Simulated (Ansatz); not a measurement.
# SbNH4 (SMILES [NH2][SbH2]): single points off equilibrium

The task here is to estimate one member of a computed series from the others.

Method: single points in def2-TZVPP; program: Ansatz 0.2.0, Gaussian basis.

Cores are frozen in the correlated methods. Filled d shells of the heavier atoms are correlated. Core potentials replace the inner electrons past krypton, and spin-orbit coupling is left out.

**The system as given**

SMILES `[NH2][SbH2]`, 6 atoms, charge 0, spin multiplicity 1.

Atoms are counted from 1 here; the program's logs count them from 0.

Bond lengths: N1–Sb2 2.072 Å, N1–H3 0.950 Å, N1–H4 1.067 Å, Sb2–H5 1.859 Å, Sb2–H6 1.556 Å. Angles: Sb2–N1–H3 109.9°, Sb2–N1–H4 105.6°, H3–N1–H4 105.4°, N1–Sb2–H5 90.9°, N1–Sb2–H6 93.9°, H5–Sb2–H6 85.8°.

Geometry (Å):

```xyz
6
charge 0, multiplicity 1
N    -0.2677   -0.9599    0.0199
Sb    0.7681    0.8318    0.1109
H     0.0953   -1.5081   -0.6662
H    -0.0474   -1.4650    0.9331
H    -0.1039    1.4477   -1.4114
H    -0.3508    1.5606    0.9089
```

The first run:

File run/in.yaml:

```yaml
crystal:
  periodic: [false, false, false]
  atoms:
    - {symbol: N, position_ang: [-0.267700, -0.959900, 0.019900]}
    - {symbol: Sb, position_ang: [0.768100, 0.831800, 0.110900]}
    - {symbol: H, position_ang: [0.095300, -1.508100, -0.666200]}
    - {symbol: H, position_ang: [-0.047400, -1.465000, 0.933100]}
    - {symbol: H, position_ang: [-0.103900, 1.447700, -1.411400]}
    - {symbol: H, position_ang: [-0.350800, 1.560600, 0.908900]}
basis:
  gaussian: {orbitals: def2-TZVPP}
correlation: {method: ccsd_t}
output: {forces: true}
```

No record of the launch command was kept for these runs.

Steps of the session up to this table: CCSD(T)/def2-TZVPP; PBE0-D4/def2-TZVPP; wB97M-V/def2-TZVPP; r2SCAN-D4/def2-TZVPP; PBE-D4/def2-TZVPP; r2SCANh-D4/def2-TZVPP; revPBE-D4/def2-TZVPP.

One of the session's tables, all rows but one given; the rest of the session is left out.

| method | RMS force component (eV/Å) | angle to CCSD(T) forces (°) | dipole (D) |
| --- | --- | --- | --- |
| CCSD(T) | 1.816 | reference | 1.62 |
| PBE0-D4 | 1.845 | 2.5 | 1.64 |
| wB97M-V | 1.822 | 2.2 | 1.72 |
| r2SCAN-D4 | ? | ? | ? |
| PBE-D4 | 1.880 | 7.8 | 1.61 |
| r2SCANh-D4 | 1.826 | 2.4 | 1.63 |
| revPBE-D4 | 1.887 | 8.8 | 1.62 |

Estimate the missing values for r2SCAN-D4.

The run gave: RMS force component (eV/Å): 1.832; angle to CCSD(T) forces (°): 3.1; dipole (D): 1.62. In the column «RMS force component (eV/Å)» it lies between r2SCANh-D4 (1.826) and PBE0-D4 (1.845).
